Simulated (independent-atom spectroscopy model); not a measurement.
**EuIn8Ag4: what X-rays and electrons would show**

Aim: from the formula and density of EuIn8Ag4, work out its thin-foil X-ray spectrum, its core-loss edges, its fluorescence spectrum and its electron mean free paths.

The numbers are computed with independent-atom spectroscopy model (version 2): independent atoms, textbook formulas over atomic cross sections; no chemical shifts or fine structure; level and line energies, yields and scattering factors come from tables.

## 1. Composition and density

| Item | Value |
| --- | --- |
| formula | EuIn8Ag4 |
| density | 9.046 g/cm³ (from a measured cell) |
| molar mass | 1501.98 g/mol |
| atoms per volume | 47.2 per nm³ |

| element | atoms (%) | mass (%) |
| --- | --- | --- |
| Eu | 7.7 | 10.1 |
| In | 61.5 | 61.2 |
| Ag | 30.8 | 28.7 |

## 2. Thin-foil X-ray spectrum

Model: thin-foil X-ray emission: photons = atoms x relativistic binary-encounter-Bethe cross section (averaged denominator) with Coster-Kronig feeding x tabulated yield and branching; no absorption or detector response; main K, L (from Ca) and M (from Gd) lines over 0.5 percent, close pairs merged.

Given to the script:

```json
{
  "elements": ["Eu", "In", "Ag"],
  "counts": [1, 8, 4],
  "density": 9.046,
  "beam_energy": 300.0,
  "range_end": 20
}
```

Units: density in g/cm³, beam_energy in keV, range_end in keV.

## 3. EELS edges

Model: core-loss signal of a thin specimen = atoms x partial cross section (first Born, Dirac-Hartree-Slater continuum), each subshell from its own tabulated edge; single scattering, no white lines; K, p, d and f edges from 35 to 3200 eV, the lower partner alone where a pair is split widely.

Given to the script:

```json
{
  "elements": ["Eu", "In", "Ag"],
  "counts": [1, 8, 4],
  "density": 9.046,
  "beam_energy": 100,
  "collection_angle": 10,
  "window": 100
}
```

Units: density in g/cm³, beam_energy in keV, collection_angle in mrad, window in eV.

## 4. X-ray fluorescence of a thick sample

Model: primary fluorescence of a thick sample under monochromatic X-rays (Sherman equation, cascade cross sections of xraylib); no secondary enhancement or detector response; lines over 1 keV and 0.3 percent, close pairs merged; depth is the 1/e depth of the way in and out.

Given to the script:

```json
{
  "elements": ["Eu", "In", "Ag"],
  "counts": [1, 8, 4],
  "density": 9.046,
  "photon_energy": 40.0,
  "incidence_angle": 90,
  "take_off_angle": 30
}
```

Units: density in g/cm³, photon_energy in keV, incidence_angle in degrees, take_off_angle in degrees.

## 5. How far electrons travel

Model: electron mean free paths: inelastic by TPP-2M with the stated gap parameter, elastic and transport from Dirac partial-wave cross sections of free atoms, attenuation length as the inelastic path times 1 - 0.738 albedo.

Given to the script:

```json
{
  "elements": ["Eu", "In", "Ag"],
  "counts": [1, 8, 4],
  "density": 9.046,
  "electron_energy": [200.0, 500.0, 700.0, 1200.0, 2970.0, 3000.0, 5000.0, 8030.0],
  "valence_electrons": 76,
  "tpp_gap_parameter": 0.0
}
```

Units: density in g/cm³, electron_energy in eV, tpp_gap_parameter in eV.

What does the calculation give? Wanted: strongest thin-foil line; strongest loss edge; strongest fluorescence line; depth of that line; free-electron plasmon energy.

The runs gave:

| quantity | value |
| --- | --- |
| strongest thin-foil line | In Lα1+2, 3.286 keV |
| strongest loss edge | In N23, 73.50 eV |
| strongest fluorescence line | In Kα1, 24.21 keV |
| depth of that line | 25.5 μm |
| inelastic path at 1200 eV | 2.14 nm |
| attenuation length there | 1.65 nm |
| free-electron plasmon energy | 19.5 eV |

**Reading.** In the thin-foil spectrum the strongest is In Lα1+2 at 3.286 keV; In gives 62 % of the summed signal with 62 % of the atoms. Ag Lβ3+4 and In Lα1+2 lie only 63 eV apart and may overlap, as may others. The strongest feature of the loss spectrum is In N23 at 73.50 eV. With 62 % of the atoms, In carries 52 % of the listed signal. Ag N23 follows closely at 96 %. Ag N23 and In N23 lie only 15 eV apart and may overlap. In the fluorescence the strongest is In Kα1 at 24.21 keV; In gives 72 % of the summed signal with 62 % of the atoms. Eu shows nothing within the model's range and threshold. At 1200 eV, 95 % of a signal at normal exit comes from the top 4.9 nm (three attenuation lengths). Above that the inelastic path grows about as energy to the power 0.80. Bonding is absent from the model, so shifts and fine structure near edges are missing.
